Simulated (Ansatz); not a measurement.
Set up this calculation in Ansatz 0.2.0, as the native input.

```
Task                : single point
Functional          : HSE06
Dispersion          : D4
Potentials or basis : Ansatz PAW earlier set
Cutoff              : 600 eV
Density cutoff      : 2400 eV
k mesh              : 5 × 5 × 5
Occupations         : methfessel-paxton, width 0.1 eV
Spin                : no spin polarisation
```

Crystal: BiTe.

```
CELL_PARAMETERS angstrom
0.00000 3.23500 3.23500
3.23500 0.00000 3.23500
3.23500 3.23500 0.00000
ATOMIC_POSITIONS crystal
Bi 0.00000 0.00000 0.00000
Te 0.50000 0.50000 0.50000
```

One way to write it, as run:

input.yaml

```yaml
crystal:
  lattice: { a: 6.47, b: 6.47, c: 6.47, alpha: 90.0, beta: 90.0, gamma: 90.0 }
  space_group: 225
  reduce_to_primitive: true
  atoms:
    - { symbol: Bi, wyckoff: "4a", position: [0.0, 0.0, 0.0] }
    - { symbol: Te, wyckoff: "4b", position: [0.5, 0.0, 0.0] }
hamiltonian:
  xc: hse06
  pseudopotentials: { kind: paw, level: accurate }
  dispersion: d4
kpoints:
  mp_grid: { grid: [5, 5, 5] }
scf:
  occupations: { method: methfessel_paxton, width: 0.1 }
output:
  forces: true
  stress: true
  eigenvalues: true
```

Potentials or basis: Ansatz PAW earlier set.

Launch:

```sh
$ ansatz run input.yaml --threads 1 --pin off --max-ram 2560MiB --backend cpu --events-out ev --progress --plain --runs-dir out
```

Results of the run:

```yaml
Pressure: -3.1 GPa
Band_gap_on_the_k_mesh: none (metal or under the smearing width)
```

Caveat: spin-orbit coupling is left out, which moves the levels of the heavy elements; pairwise dispersion overbinds metals, which lowers pressure and volume; the PAW data sets come from PBE, with cores solved anew for the run's functional, which leaves a small shift of forces and pressure; the thresholds are loose for stress.

Run time: 2.3 min on 1 thread of Arm Neoverse V1 (shared host), peak memory 2.2 GiB.
